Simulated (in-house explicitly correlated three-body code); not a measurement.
**Two electrons around a charge of +1.5 under Yukawa screening of 0.03 per bohr: exact states**

Aim: the lowest states of two electrons around a charge of +1.5 under Yukawa screening of 0.03 per bohr to near-exact accuracy, with their sizes and correlation.

Program: in-house explicitly correlated three-body code version 1. Level of theory: two electrons, non-relativistic, variational in exponentially correlated functions. These are calculated values, not measurements, unless marked.

### Step 1. The system

* charge of the centre: +1.5
* mass of the centre: infinite
* interactions: Yukawa, exp(−0.03 r)/r, between all pairs
* basis: 260 functions exp(−a r1 − b r2 − g r12) a state, exponent ranges optimised
* units: hartree and bohr; relativity and QED are left out

### Step 2. The run

Settings:

```ini
Z = 1.5
screening = 0.03
interaction_strength = 1.0
functions = 260
states_tried = 13
```

Started as:

```console
$ python run_hyl.py task.json out
```

The program writes no log. Results of the run, from its result record (rounded, main fields):

```text
status: converged
states [hartree, bohr]:
  - {"name": "1 1S", "E": -1.406150708687, "change": 2.8e-10, "T": 1.4644169841, "inv_r": 1.158748593, "inv_r12": 0.6056780853, "r": 1.3572382, "r2": 2.60474165, "r12": 2.11172452, "r12_2": 5.55016441, "cos": -0.08286868, "p1p2": 0.095356767, "d1": 0.6817464, "d12": 0.028854}
  - {"name": "2 3S", "E": -1.11976558492, "change": 1.2e-11, "T": 1.17560471, "inv_r": 0.8105541639, "inv_r12": 0.1362921968, "r": 4.17032555, "r2": 32.7099858, "r12": 7.44319871, "r12_2": 65.664131, "cos": -0.0154056, "p1p2": 0.0027400648, "d1": 0.5458853, "d12": 0.0}
  - {"name": "2 1S", "E": -1.108938589293, "change": 3.1e-10, "T": 1.1640620339, "inv_r": 0.794272361, "inv_r12": 0.1098164598, "r": 5.18786061, "r2": 52.1560219, "r12": 9.45052816, "r12_2": 104.523805, "cos": -0.01123655, "p1p2": 0.0036026961, "d1": 0.5433337, "d12": 0.001281}
  - {"name": "2 3P", "E": -1.100403931, "change": 4.9e-10, "T": 1.1554591229, "inv_r": 0.7868757607, "inv_r12": 0.1047642282, "r": 5.33288499, "r2": 57.7187717, "r12": 9.7456655, "r12_2": 115.698405, "cos": -0.01657046, "p1p2": -0.0090356271, "d1": 0.5345815, "d12": 0.0}
  - {"name": "2 1P", "E": -1.098913461078, "change": 1.7e-09, "T": 1.1537126424, "inv_r": 0.7822865217, "inv_r12": 0.09423346161, "r": 5.70546861, "r2": 65.9842962, "r12": 10.4748695, "r12_2": 132.141493, "cos": -0.00747921, "p1p2": 0.0057935937, "d1": 0.536819, "d12": 4.1693e-05}
  - {"name": "3 3S", "E": -1.088561554632, "change": 2.3e-09, "T": 1.1404505273, "inv_r": 0.7561728562, "inv_r12": 0.03950648653, "r": 11.0541934, "r2": 256.012626, "r12": 21.1415616, "r12_2": 512.11722, "cos": -0.003101479, "p1p2": 0.00053185838, "d1": 0.538606, "d12": 0.0}
  - {"name": "3 1S", "E": -1.086406791927, "change": 1.6e-08, "T": 1.137454223, "inv_r": 0.7520492095, "inv_r12": 0.03228661369, "r": 13.0257411, "r2": 358.897282, "r12": 25.0781803, "r12_2": 717.873281, "cos": -0.002480706, "p1p2": 0.00075832507, "d1": 0.538212, "d12": 0.00027399}
  - {"name": "3 3P", "E": -1.084461498464, "change": 1.6e-08, "T": 1.1350444987, "inv_r": 0.7497348255, "inv_r12": 0.02969847924, "r": 14.3730018, "r2": 447.604933, "r12": 27.7730347, "r12_2": 895.295424, "cos": -0.003787358, "p1p2": -0.0022048511, "d1": 0.5362858, "d12": 0.0}
  - {"name": "3 1P", "E": -1.084087022294, "change": 1.8e-08, "T": 1.1343909647, "inv_r": 0.7483880787, "inv_r12": 0.02668624896, "r": 15.1269495, "r2": 495.693983, "r12": 29.2767544, "r12_2": 991.450799, "cos": -0.001598211, "p1p2": 0.0014412839, "d1": 0.5368368, "d12": 1.0676e-05}
  - {"name": "4 3S", "E": -1.081856821485, "change": -1.4e-08, "T": 1.1294524932, "inv_r": 0.7406568074, "inv_r12": 0.01066110742, "r": 25.3356868, "r2": 1400.29671, "r12": 49.6842694, "r12_2": 2800.62381, "cos": -0.0007081091, "p1p2": 0.00011962054, "d1": 0.5372207, "d12": 0.0}
  - {"name": "4 1S", "E": -1.081379365227, "change": 1.6e-07, "T": 1.1281651021, "inv_r": 0.7391520843, "inv_r12": 0.007911785717, "r": 30.2426426, "r2": 2009.24846, "r12": 59.495607, "r12_2": 4018.51708, "cos": -0.0005345333, "p1p2": 0.00015967994, "d1": 0.5371237, "d12": 5.8338e-05}
  - {"name": "4 3P", "E": -1.080907567851, "change": 1.9e-07, "T": 1.1268592064, "inv_r": 0.7377985081, "inv_r12": 0.005628749906, "r": 37.8845323, "r2": 3238.96969, "r12": 74.7777143, "r12_2": 6477.95896, "cos": -0.0006415191, "p1p2": -0.00038330884, "d1": 0.5367505, "d12": 0.0}
threshold [hartree]: -1.08066623846
transitions:
  - ["1 1S", "2 1P", 0.30723725, 0.5513779]
  - ["1 1S", "3 1P", 0.32206369, 0.1170499]
  - ["2 1S", "2 1P", 0.010025128, 93.54446]
  - ["2 1S", "3 1P", 0.024851567, 1.640354]
  - ["3 1S", "2 1P", -0.012506669, 27.70764]
  - ["3 1S", "3 1P", 0.0023197696, 676.0968]
  - ["4 1S", "2 1P", -0.017534096, 1.957688]
  - ["4 1S", "3 1P", -0.0027076571, 226.6278]
  - ["2 3S", "2 3P", 0.019361654, 61.64889]
  - ["2 3S", "3 3P", 0.035304086, 0.003308856]
  - ["2 3S", "4 3P", 0.038858017, 0.002225203]
  - ["3 3S", "2 3P", -0.011842376, 44.46075]
  - ["3 3S", "3 3P", 0.0041000562, 460.5999]
  - ["3 3S", "4 3P", 0.0076539868, 2.375596]
  - ["4 3S", "2 3P", -0.018547109, 2.214291]
  - ["4 3S", "3 3P", -0.002604677, 365.1424]
  - ["4 3S", "4 3P", 0.00094925363, 2231.927]
polarisability [au]: {"1 1S": {"alpha": 6.826684, "c6": 15.2513, "f_sum": 2.000015}}
```

«change» is the move of the energy from 170 to 260 functions; states that moved too far are left out. d1 and d12 are the expectation values of δ(r1) and δ(r12).

Wall time 30 s (1 thread of AMD EPYC 9R45 (Zen 5), shared host).

### Step 3. The bound states

Binding counts from the one-electron threshold at -1.080666 hartree:

| state | binding (eV) | excitation (eV) | ⟨r⟩ | ⟨r12⟩ (bohr) | ⟨cos θ12⟩ |
| --- | --- | --- | --- | --- | --- |
| 1 ¹S | 8.85688 | 0 | 1.357 | 2.112 | -0.0829 |
| 2 ³S | 1.06395 | 7.79294 | 4.170 | 7.443 | -0.0154 |
| 2 ¹S | 0.769330 | 8.08755 | 5.188 | 9.451 | -0.0112 |
| 2 ³P | 0.537090 | 8.31979 | 5.333 | 9.746 | -0.0166 |
| 2 ¹P | 0.496532 | 8.36035 | 5.705 | 10.47 | -0.0075 |
| 3 ³S | 0.214842 | 8.64204 | 11.05 | 21.14 | -0.0031 |
| 3 ¹S | 0.156208 | 8.70068 | 13.03 | 25.08 | -0.0025 |
| 3 ³P | 0.103274 | 8.75361 | 14.37 | 27.77 | -0.0038 |
| 3 ¹P | 0.0930843 | 8.76380 | 15.13 | 29.28 | -0.0016 |
| 4 ³S | 0.0323974 | 8.82449 | 25.34 | 49.68 | -0.0007 |
| 4 ¹S | 0.0194052 | 8.83748 | 30.24 | 59.50 | -0.0005 |
| 4 ³P | 0.00656691 | 8.85032 | 37.88 | 74.78 | -0.0006 |

### Step 4. Electric-dipole lines

Oscillator strengths from the S state (negative where P lies lower) and rates of the upper state's decay:

| S | P | E(P) − E(S) (eV) | f | rate (1/s) |
| --- | --- | --- | --- | --- |
| 1 ¹S | 2 ¹P | 8.3604 | 0.1129 | 1.142e+08 |
| 1 ¹S | 3 ¹P | 8.7638 | 0.02513 | 2.792e+07 |
| 2 ¹S | 2 ¹P | 0.27280 | 0.6252 | 6.730e+05 |
| 2 ¹S | 3 ¹P | 0.67625 | 0.02718 | 1.798e+05 |
| 3 ¹S | 2 ¹P | -0.34032 | -0.2310 | 1.161e+06 |
| 3 ¹S | 3 ¹P | 0.063124 | 1.046 | 6.026e+04 |
| 4 ¹S | 2 ¹P | -0.47713 | -0.02288 | 2.261e+05 |
| 4 ¹S | 3 ¹P | -0.073679 | -0.4091 | 9.636e+04 |
| 2 ³S | 2 ³P | 0.52686 | 0.7957 | 3.195e+06 |
| 2 ³S | 3 ³P | 0.96067 | 7.788e-05 | 1.040e+03 |
| 2 ³S | 4 ³P | 1.0574 | 5.764e-05 | 9.322e+02 |
| 3 ³S | 2 ³P | -0.32225 | -0.3510 | 1.582e+06 |
| 3 ³S | 3 ³P | 0.11157 | 1.259 | 2.267e+05 |
| 3 ³S | 4 ³P | 0.20828 | 0.01212 | 7.606e+03 |
| 4 ³S | 2 ³P | -0.50469 | -0.02738 | 3.026e+05 |
| 4 ³S | 3 ³P | -0.070877 | -0.6341 | 1.382e+05 |
| 4 ³S | 4 ³P | 0.025831 | 1.412 | 1.363e+04 |

### Step 5. What came out

| quantity | value |
| --- | --- |
| ground-state energy | -1.40615071 hartree |
| binding of the second electron | 8.8569 eV |
| ⟨r12⟩, ⟨cos θ12⟩ | 2.112 bohr, -0.0829 |
| resonance line 1 ¹S–2 ¹P | 8.3604 eV, f = 0.1129 |
| polarisability of the ground state | 6.8267 bohr³ |

**Reading.** The second electron is bound by 8.857 eV, and the mean cosine of -0.083 shows the electrons leaning only slightly to opposite sides. Exchange puts 2 ³S 0.295 eV under 2 ¹S.
